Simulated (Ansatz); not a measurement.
# SiHC: the cost of one run

Program: Ansatz 0.2.0. Level of theory: DFT PBE, scalar-relativistic, plane waves, PAW. These are calculated values, not measurements.

1 further run of the same task is left out (it didn't finish).

## 1. The system as given

The structure is tetragonal, space group P4_2/mmc (No. 131). Conventional cell: a = 3.279 Å, b = 3.279 Å, c = 6.171 Å, α = 90.00°, β = 90.00°, γ = 90.00°. Si (site symmetry mmm) has 2 C at 1.64 Å in its first shell of neighbours. Around H (site symmetry -4m2) lie 4 Si at 2.25 Å. C (site symmetry mmm) has 2 Si at 1.64 Å in its first shell of neighbours.

Structure file:

```cif
data_structure
_symmetry_space_group_name_H-M 'P4_2/mmc'
_symmetry_Int_Tables_number 131
_cell_length_a 3.2789
_cell_length_b 3.2789
_cell_length_c 6.1707
_cell_angle_alpha 90.000
_cell_angle_beta 90.000
_cell_angle_gamma 90.000
_cell_volume 66.34
loop_
_atom_site_label
_atom_site_type_symbol
_atom_site_symmetry_multiplicity
_atom_site_Wyckoff_symbol
_atom_site_fract_x
_atom_site_fract_y
_atom_site_fract_z
_atom_site_occupancy
Si1 Si 2 c 0.50000 0.00000 0.50000 1
H1 H 2 e 0.00000 0.00000 0.75000 1
C1 C 2 b 0.50000 0.50000 0.00000 1
```

A structure generator made this guess: species swapped into a database cell of HoCoC (P4_2/mmc, No. 131), with H on the Ho sites, C on the Co sites and Si on the C sites. Its size is a rough estimate.

## 2. The guess as it stands, on a coarse mesh

input.yaml

```yaml
crystal:
  lattice:
    - [3.27890311, 0.0, 0.0]
    - [0.0, 3.27890311, 0.0]
    - [0.0, 0.0, 6.17074191]
  atoms:
    - { symbol: Si, position: [0.5, 0.0, 0.5] }
    - { symbol: Si, position: [0.0, 0.5, 0.0] }
    - { symbol: H, position: [0.0, 0.0, 0.75] }
    - { symbol: H, position: [0.0, 0.0, 0.25] }
    - { symbol: C, position: [0.5, 0.5, 0.0] }
    - { symbol: C, position: [0.5, 0.5, 0.5] }
basis:
  ecutwfc: 420
kpoints:
  mp_grid: { grid: [6, 6, 4] }
hamiltonian:
  xc: pbe
scf:
  occupations: { method: gaussian, width: 0.1 }
  lower_state_search: "off"
output:
  forces: true
  stress: true
  eigenvalues: true
```

Launch:

```sh
ansatz run input.yaml --threads 1 --pin off --max-ram 2560MiB --backend cpu --events-out ev --progress --plain --runs-dir out
```

**Question.** How long does this run take on 1 thread of Intel Xeon at 2.70GHz, shared host, and how much memory does it need?

About 2.1 s, with a peak of 0.35 GiB.
